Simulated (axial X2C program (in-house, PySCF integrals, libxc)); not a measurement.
**A two-component session on NbH⁻: EOM-EA-CCSD levels**

Wanted for NbH⁻: EOM-EA-CCSD levels, at the two-component level.

Computed with an in-house X2C program for linear molecules on PySCF integrals. Level: two-component X2C with atomic mean-field terms, Nb dyall-acv3z, H dyall-av3z.

All values are calculated.

### 1 Set-up

Contents of task.json:

```json
{
 "zs": [
  41,
  1
 ],
 "q": -1,
 "bas": [
  "dyall-acv3z",
  "dyall-av3z"
 ],
 "r0": 1.79,
 "eom": "ea",
 "thr": -2.0,
 "nmax": 92,
 "grid": [
  1,
  0.96,
  1.045,
  0.92,
  1.09,
  1.15
 ],
 "rq": 0
}
```

Keys: zs atomic numbers; q charge; bas basis sets; r0 starting distance in Å; eom kind of EOM run; thr threshold in hartree for freezing inner shells (an s shell follows its p shell); nmax most natural virtual spinors; grid distances as factors.

The run is started by

```console
> python soeom.py task.json out
```

After this run come: EOM-EA-CCSD at 1.783 Å.

Before running it: what results should come out? Wanted: next root led by one particle; T1 of the reference; lowest state, Re and ωe.

As calculated:

```
                     quantity                            value
       lowest root at 1.783 Å                Ω = 1/2, 0.588 eV
next root led by one particle  Ω = 1/2, about 5700 cm⁻¹ higher
          T1 of the reference                            0.026
      lowest state, Re and ωe               1.846 Å, 1478 cm⁻¹
```

In words: The added electron is bound by 0.59 eV in a spinor of 39% Nb pσ, 26% Nb sσ, 23% Nb dπ. The closed-shell reference lies 1.77 eV above the lowest determinant found, so these energies count from an excited configuration. Errors of 0.1 to 0.3 eV are usual at this size, and roots led by higher excitations are left out, so the list is incomplete, and low states of that kind can be missing. T1 or the largest double amplitude of the reference is raised, which lowers the reliability. The bond is 0.080 Å longer than in the closed-shell reference at CCSD (1.766 Å).
